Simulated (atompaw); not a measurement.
# A PAW (atompaw) potential for osmium, from input to tests

Aim: build the potential from the settings below, then test how well it stands in for the atom: scattering, ghost states and the plane-wave cutoff that it needs.

The numbers are computed with atompaw 4.2.0.5 (PBE, scalar-relativistic, spin-unpolarised reference atom).

## (1) Settings

Typed settings, in words:

* element: osmium (Os, Z = 76)
* type: PAW
* frozen core: [Xe] 4f14
* valence charge: 8
* reference configuration: 5d6 6s2 6p0
* partial waves: 6s (bound): rc 3.00 bohr; 6s channel at 0.4 Ry: rc 2.25 bohr; 6p (bound, empty): rc 3.00 bohr; 6p channel at 2.65 Ry: rc 3.00 bohr; 5d (bound): rc 1.50 bohr; 5d channel at 1.05 Ry: rc 3.00 bohr
* local potential: bessel scheme, radius 2.50 bohr
* core correction: smooth core density matched at 2.65 bohr
* augmentation charge: gaussian compensation charge, radius 2.60 bohr; PAW radius 3.00 bohr; waves and projectors: modrrkj vanderbiltortho

## (2) Generating the potential

Os.input

```
Os 76
GGA-PBE scalarrelativistic loggrid 2001 logderivrange -2 5 176
6 6 5 4 0 0
6 1 0
5 2 6
0 0 0
c
c
c
c
c
v
c
c
c
c
v
c
c
v
c
2
3.00 2.60 2.50 2.65
y
0.4
n
y
2.65
n
y
1.05
n
modrrkj vanderbiltortho gaussian
bessel
3.00
2.25
3.00
3.00
1.50
3.00
PWSCFOUT
UPFDX 0.0125d0 UPFXMIN -7.d0 UPFZMESH 76.d0
END
```

Command:

```
$ atompaw < Os.input > Os.log
```

Before running it: what results should come out? Wanted: cutoffs for 10 and 1 mRy, occupied levels; bound ghosts; largest phase difference near zero energy, channels read; lowest eigenvalue of the overlap; share of valence orbitals outside the PAW sphere; UPF file.

The runs gave:

```
                                                quantity                                                                     value
               cutoffs for 10 and 1 mRy, occupied levels                                                           35 Ry and 55 Ry
                                            bound ghosts  none below the valence levels; a pole at negative energy in s is suspect
largest phase difference near zero energy, channels read                                                                 2.826 rad
         lowest eigenvalue of the overlap (Bessel basis)                                                                 0.007 (s)
        share of valence orbitals outside the PAW sphere                                                  6s 43 %, 6p 81 %, 5d 9 %
                                                UPF file                                                               not written
```

The overlap operator is nearly singular (0.007). It counts as soft on the atom at that tolerance, with 35 Ry needed at the looser tolerance. The slowest occupied level is 5d: taken alone it needs 35 Ry to come within 1 mRy, against 6 Ry or less for 6s. The ghost test, which looks below the valence levels, finds nothing, but the pseudo curve has an extra pole at negative energy (s at -0.19 Ry): a spurious bound state among the atom's levels is likely, and the file can't be cleared. Of the channels read, s scatters worst near zero energy, by up to 2.83 rad. A step near π is an extra or missing state, not a misfit of shape. The pseudo curves have a pole with no partner nearby in the atom's: s at -0.19 Ry. The pseudo core plus compensation charge is negative at some radii, so no UPF file was written. All of this concerns the isolated atom, not yet a solid.
